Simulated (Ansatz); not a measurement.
# ZnCd2Se2S: the cost of one run

Method: DFT PBE, scalar-relativistic, plane waves, PAW, in Ansatz 0.2.0.

## Step 1: The structure to begin with

The structure is trigonal, space group P-3m1 (No. 164). The conventional cell has a = 3.993 Å, b = 3.993 Å, c = 10.259 Å, α = 90.00°, β = 90.00°, γ = 120.00°. Zn (site symmetry -3m) is surrounded by 2 Cd at 2.62 Å. Cd (site symmetry 3m) has 3 Se at 2.31 Å and 1 S at 2.51 Å and 1 Zn at 2.62 Å as nearest neighbours. Around Se (site symmetry 3m) lie 3 Cd at 2.31 Å. S (site symmetry -3m) has 2 Cd at 2.51 Å as nearest neighbours.

Structure file:

```xyz
6
Lattice="3.9933 0.0000 0.0000 -1.9966 3.4583 0.0000 0.0000 0.0000 10.2589" Properties=species:S:1:pos:R:3 pbc="T T T"
Zn    0.0000    0.0000    5.1294
Cd    0.0000    0.0000    2.5102
Cd    0.0000    0.0000    7.7486
Se    0.0000    2.3055    2.6860
Se    1.9966    1.1528    7.5729
S     0.0000    0.0000    0.0000
```

Recipe of the guess: random cell by space group and Wyckoff sites (P-3m1, No. 164). The dimensions are guesses.

## Step 2: The guess as it stands, on a coarse mesh

input.yaml reads:

```yaml
crystal:
  lattice:
    - [3.99328891, 0.0, 0.0]
    - [-1.99664445, 3.45828964, 0.0]
    - [0.0, 0.0, 10.25886328]
  atoms:
    - { symbol: Zn, position: [0.0, 0.0, 0.5] }
    - { symbol: Cd, position: [0.0, 0.0, 0.24469015] }
    - { symbol: Cd, position: [0.0, 0.0, 0.75530985] }
    - { symbol: Se, position: [0.33333333, 0.66666667, 0.26181936] }
    - { symbol: Se, position: [0.66666667, 0.33333333, 0.73818064] }
    - { symbol: S, position: [0.0, 0.0, 0.0] }
basis:
  ecutwfc: 420
kpoints:
  mp_grid: { grid: [6, 6, 2] }
hamiltonian:
  xc: pbe
scf:
  occupations: { method: gaussian, width: 0.1 }
  lower_state_search: "off"
output:
  forces: true
  stress: true
  eigenvalues: true
```

Started as:

```bash
> ansatz run input.yaml --threads 1 --pin off --max-ram 2560MiB --backend cpu --events-out ev --progress --plain --runs-dir out
```

Q: Estimate wall time and peak memory on 1 thread of AMD EPYC, shared host.

About 21 s, with a peak of 0.49 GiB.
